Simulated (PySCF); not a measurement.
# CeH4 (Ce(H)4): the cost of one run

Computed with PySCF 2.14.0. Level: several levels, as the steps say, no spin–orbit coupling.

### Step 1. The starting structure

5 atoms, charge 0, spin multiplicity 1.

Bond lengths: Ce1–H2 1.972 Å, Ce1–H3 1.972 Å, Ce1–H4 1.972 Å, Ce1–H5 1.972 Å. Angles: H2–Ce1–H3 109.5°, H2–Ce1–H4 109.5°, H2–Ce1–H5 109.5°, H3–Ce1–H4 109.5°, H3–Ce1–H5 109.5°, H4–Ce1–H5 109.5°.

As a file:

```xyz
5

Ce    0.00000    0.00000    0.00000
H     1.13868    1.13868    1.13868
H    -1.13868   -1.13868    1.13868
H     1.13868   -1.13868   -1.13868
H    -1.13868    1.13868   -1.13868
```

Formal oxidation states: Ce +4. An earlier session relaxed this geometry at PBE0, Ce def2-SVP with ECP28, H def2-SVP (singlet, point group Td).

At PBE0 on the finer grid: E = -477.237510 Eh, HOMO -7.76 eV, LUMO -3.71 eV, Mulliken charge on Ce1 +1.00 e, largest force component 0.005 eV/Å. 

Levels to run: M06-L; wB97X; PBE0, TZVP. Hardware: 2 threads of Intel Xeon Platinum 8488C (Sapphire Rapids), shared host.

### Step 2. M06-L

run.py (the lines that set the calculation)

```python
mol = gto.M(atom='''
Ce     0.00000     0.00000     0.00000
H      1.13868     1.13868     1.13868
H     -1.13868    -1.13868     1.13868
H      1.13868    -1.13868    -1.13868
H     -1.13868     1.13868    -1.13868''',
    basis={'Ce': 'def2-SVP', 'H': 'def2-SVP'},
    ecp={'Ce': 'def2-SVP'},
    charge=0, spin=0)
mf = dft.RKS(mol, xc='M06L')
mf.grids.atom_grid = (75, 302)  # f atoms: unpruned, at least (60, 302)
mf = mf.density_fit()  # fitting sets: Ce def2-universal-JKFIT, H def2-universal-JKFIT
mf.conv_tol = 1e-08; mf.max_cycle = 55
mf.kernel(dm0)  # dm0: the density of the relaxed state
```

Started as:

```sh
OMP_NUM_THREADS=2 python run.py
```

**Question.** How long does this run take on 2 threads of Intel Xeon Platinum 8488C (Sapphire Rapids), shared host?

About 8.7 s.
